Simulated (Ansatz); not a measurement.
# HfCuGe2: the cost of one run

Computed with Ansatz 0.2.0 (DFT PBEsol, scalar-relativistic, plane waves, PAW, unless a step's input says otherwise).

17 further runs of the same task are left out: 17 set aside as unsound or not needed.

### Step 1. The structure to begin with

The structure is tetragonal, space group P4/nmm (No. 129). Conventional cell: a = 3.765 Å, b = 3.765 Å, c = 9.075 Å, α = 90.00°, β = 90.00°, γ = 90.00°. Hf (site symmetry 4mm) has 8 Ge at 2.78 to 2.86 Å and 4 Cu at 3.04 Å as nearest neighbours. Cu (site symmetry -4m2) has 4 Ge at 2.46 Å and 4 Cu at 2.66 Å as nearest neighbours. Around Ge (site symmetry -4m2) lie 4 Ge at 2.66 Å and 4 Hf at 2.86 Å. Ge (site symmetry 4mm) is surrounded by 4 Cu at 2.46 Å and 4 Hf at 2.78 Å.

Coordinates:

```xyz
8
Lattice="3.7648 0.0000 0.0000 0.0000 3.7648 0.0000 0.0000 0.0000 9.0749" Properties=species:S:1:pos:R:3 pbc="T T T"
Hf    0.0000    1.8824    6.9260
Hf    1.8824    0.0000    2.1488
Cu    1.8824    1.8824    4.5374
Cu    0.0000    0.0000    4.5374
Ge    1.8824    1.8824    0.0000
Ge    0.0000    0.0000    0.0000
Ge    0.0000    1.8824    2.9589
Ge    1.8824    0.0000    6.1160
```

Source of the structure: the Materials Project (structure only).

### Step 5. The grid

The energy is mapped over the lattice constants a and c of the conventional cell.

The axes are (1) lattice constant a (and b): 7 values from 3.493 to 4.019 Å; (2) lattice constant c: 7 values from 8.516 to 9.412 Å.

Nothing else is relaxed (fractional coordinates fixed). Energies count from the relaxed crystal. Points are written as (first, second).

(The set-up runs are not shown.)

### Step 6. The run at (3.844 Å, 8.815 Å)

File input.yaml:

```yaml
crystal:
  lattice:
    - [3.8436, 0.0, 0.0]
    - [0.0, 3.8436, 0.0]
    - [0.0, 0.0, 8.8146]
  atoms:
    - { symbol: Hf, position: [0.0, 0.5, 0.7617715251] }
    - { symbol: Hf, position: [0.5, 0.0, 0.2382284749] }
    - { symbol: Cu, position: [0.5, 0.5, 0.5] }
    - { symbol: Cu, position: [0.0, 0.0, 0.5] }
    - { symbol: Ge, position: [0.5, 0.5, 0.0] }
    - { symbol: Ge, position: [0.0, 0.0, 0.0] }
    - { symbol: Ge, position: [0.0, 0.5, 0.3227609453] }
    - { symbol: Ge, position: [0.5, 0.0, 0.6772390547] }
basis:
  ecutwfc: 520.0
kpoints:
  mp_grid: { grid: [10, 10, 6] }
hamiltonian:
  xc: pbesol
scf:
  occupations: { method: gaussian, width: 0.15 }
output:
  forces: true
  stress: true
  eigenvalues: true
```

Launch:

```console
$ ansatz run input.yaml --threads 4 --pin off --max-ram 8192MiB --backend cpu --events-out ev --progress --plain --runs-dir out
```

What time and memory should one allow on 4 threads of Arm Neoverse V1, shared host?

About 24 s, with a peak of 1.3 GiB.
